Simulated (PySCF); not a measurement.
**The bond of InSb, level by level**

One table from this session's results is given with a row withheld; the runs are named, their logs left out.

Computed with PySCF 2.14.0. Level: In def2-TZVPPD with ECP28, Sb def2-TZVPPD with ECP28, scalar-relativistic core potentials.

The first run:

The job is set up so:

```yaml
atoms: In, Sb
charge: 0
basis: In def2-TZVPPD with ECP28, Sb def2-TZVPPD with ECP28
Hamiltonian: scalar-relativistic core potentials
basis_functions: 112
electrons_treated: 44
masses_in_u: 114.9039, 120.9038
levels: PBE0, PBE, r²SCAN, MN15, M06, M06-L, PBEsol, r²SCANh, ωB97X-V, HF, MP2, SCS-MP2
grid: 80 radial by 434 angular points
occupations: held fixed by the projection of orbital angular momentum
dissociation_limit: In + Sb, each in its ground configuration
starting_distance_in_angstrom: 2.755
values_of_2S_to_try: 0, 2, 4
```

Launch:

```
> OMP_NUM_THREADS=2 python dia.py task.json out
```

Among the steps run: Set-up; First curve: PBE0; Higher solutions at PBE0; PBE; r²SCAN (meta-GGA); MN15; M06 (hybrid meta-GGA); M06-L (meta-GGA); PBEsol (GGA); r²SCANh; ωB97X-V (range-separated hybrid); UHF (mean field).

One table of the session follows, with a row left open; its other results are not shown here.

Energy (eV) from each level's lowest point:

```
R (Å)    UHF  UHF-MP2  UHF-SCS-MP2    PBE  PBEsol
2.536  0.702    0.504        0.562  0.641   0.541
2.654  0.326    0.200        0.239  0.294   0.229
2.772  0.114    0.047        0.068  0.100   0.064
2.861  0.033    0.002        0.012  0.027   0.010
2.949  0.000    0.000        0.000  0.000   0.000
3.038      ?        ?            ?      ?       ?
3.155  0.051    0.111        0.092  0.058   0.092
3.303  0.150    0.256        0.230  0.164   0.218
3.480  0.282    0.486        0.459  0.328   0.401
3.716  0.421    0.784        0.763  0.571   0.663
```

Estimate the missing values for R (Å) = 3.038.

Worked estimate for «UHF». A straight line through the neighbours (2.949, 0.000) and (3.155, 0.051) gives 0.000 + (0.051 − 0.000) × (3.038 − 2.949) / (3.155 − 2.949) = 0.022; a parabola fitted to 4 rows on both sides gives 0.008.

As computed: UHF: 0.004; UHF-MP2: 0.031; UHF-SCS-MP2: 0.022; PBE: 0.008; PBEsol: 0.023. In «UHF» the line misses by +0.018 and the parabola by +0.004.

Limits of these values: Lowest PBE0 solution found, without spin–orbit coupling: ³Σ⁻ (triplet), unpaired electrons π ↑↑. With spin–orbit coupling the term label itself may not hold. Warnings in the runs' records: inverted.
